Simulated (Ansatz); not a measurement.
# interstitial H in MgO: a dynamics run in two tries

The task is a short trajectory. The host cell (Fm-3m) has 16 atoms, cell charge +1; the extra atom is the last.

All numbers below are computed with Ansatz 0.2.0 (DFT LDA, plane waves, PAW, scalar-relativistic, no spin polarisation).

**1. The structure to begin with**

The cell holds 17 atoms (HMg8O8): a = 5.552 Å, b = 5.552 Å, c = 5.552 Å, α = 60.00°, β = 60.00°, γ = 60.00°.

Structure file:

```xyz
17
Lattice="0.0000 3.9260 3.9260 3.9260 0.0000 3.9260 3.9260 3.9260 0.0000" Properties=species:S:1:pos:R:3 pbc="T T T"
Mg    0.0798    0.0004    0.1702
O     1.9055    1.9268    1.9590
Mg    1.9025    1.9704    0.0366
O     3.8785    3.9463    2.0952
Mg    1.8966   -0.0511    1.9739
O     4.0288    1.9854    3.8402
Mg    3.9749    2.0174    1.8523
O     5.9068    4.0082    4.0288
Mg   -0.1446    1.7836    1.8457
O     1.9968    3.8945    4.0195
Mg    1.9172    3.9198    2.1643
O     3.7508    5.9790    3.8407
Mg    1.8898    1.9087    3.8390
O     3.9645    3.9345    5.9137
Mg    3.9977    3.9157    3.9855
O     5.8116    5.7309    5.8606
H     7.5250    7.1253    6.5582
```

**2. The run**

input.yaml reads:

```yaml
crystal:
  lattice:
    - [0.0, 3.926, 3.926]
    - [3.926, 0.0, 3.926]
    - [3.926, 3.926, 0.0]
  atoms:
    - { symbol: Mg, position: [0.01155861, 0.03179341, -0.01145497] }
    - { symbol: O, position: [0.25220133, 0.24676911, 0.23858448] }
    - { symbol: Mg, position: [0.01330952, -0.00398235, 0.48856746] }
    - { symbol: O, position: [0.27547734, 0.25819906, 0.72970077] }
    - { symbol: Mg, position: [0.00333237, 0.49944528, -0.01635223] }
    - { symbol: O, position: [0.22882079, 0.74931938, 0.2768727] }
    - { symbol: Mg, position: [-0.01338628, 0.48520005, 0.52724377] }
    - { symbol: O, position: [0.27128632, 0.75489289, 0.74963869] }
    - { symbol: Mg, position: [0.48061598, -0.01050366, -0.02632157] }
    - { symbol: O, position: [0.75358927, 0.27021402, 0.23839703] }
    - { symbol: Mg, position: [0.53066859, 0.02060218, 0.46774005] }
    - { symbol: O, position: [0.77291195, 0.20535991, 0.75000236] }
    - { symbol: Mg, position: [0.49132831, 0.48651034, -0.00514922] }
    - { symbol: O, position: [0.74932438, 0.75697623, 0.25283228] }
    - { symbol: Mg, position: [0.49713228, 0.51801886, 0.50025613] }
    - { symbol: O, position: [0.73609901, 0.75665838, 0.72363692] }
    - { symbol: H, position: [0.7843235, 0.88614242, 1.03057037] }
total_charge: 1
basis:
  ecutwfc: 420.0
kpoints:
  mp_grid: { grid: [2, 2, 2] }
hamiltonian:
  xc: lda
  pseudopotentials: { kind: paw, azcp: { folder: soft_1 } }
scf:
  occupations: { method: fermi_dirac, width: 0.05 }
  lower_state_search: "off"
  max_iter: 100
md:
  timestep: -0.5
  n_steps: 25
  ensemble: nvt_nose_hoover
  temperature: 2100.0
  initial_velocities: maxwell_boltzmann
  seed: 99120
  nose_hoover: { tau: 100.0, chain_length: 5 }
```

On the command line:

```console
$ ansatz run input.yaml --threads 1 --pin off --max-ram 3072MiB --backend cpu --events-out ev --progress --plain --runs-dir out
```

Before running it: what results should come out? Wanted: first try.

The runs gave:

```
 quantity                      value
first try                    refused
    cause  the time step is negative
```

The fault in the first input was caught at the input check and cost nothing.
